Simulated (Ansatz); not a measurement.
MgTi: equation of state with PBE

Crystal: MgTi.

```
Ti Mg
1.0
     6.13823    0.00000    0.00000
    -3.06912    5.31586    0.00000
     0.00000    0.00000    4.83678
Ti Mg
4 4
Direct
  0.14869 0.85131 0.50000
  0.14869 0.29738 0.50000
  0.70262 0.85131 0.50000
  0.00000 0.00000 0.00000
  0.66667 0.33333 0.50000
  0.49379 0.98758 0.00000
  0.49379 0.50621 0.00000
  0.01242 0.50621 0.00000
```

The cell comes from a database or a generator and needn't be the stable form of this composition.

```yaml
Program: Ansatz 0.2.0
Task: equation of state
Functional: PBE
Potentials_or_basis: Ansatz PAW
Cutoff: 420 eV
Density_cutoff: 1680 eV
k_mesh: 5 × 5 × 6
Occupations: fermi-dirac, width 0.05 eV
Spin: no spin polarisation
```

```
Equilibrium volume                        : 19.60 Å³/atom
Bulk modulus at fixed shape and positions : 67 GPa
Pressure derivative of the bulk modulus   : 3.7
```

Energy against volume, from the lowest point:
```
volume (Å³/atom)  energy (meV/atom)
          18.544              12.87
          18.939               4.79
          19.333               0.62
          19.728               0.00
          20.123               2.61
          20.517               8.17
          20.912              16.40
```

All runs of the series together: 28 s on 4 threads of Arm Neoverse V1 (shared host).

Caveat: the cell was scaled at fixed shape and fractional positions, which overstates the stiffness of a crystal with free parameters, most of all of layers and chains.
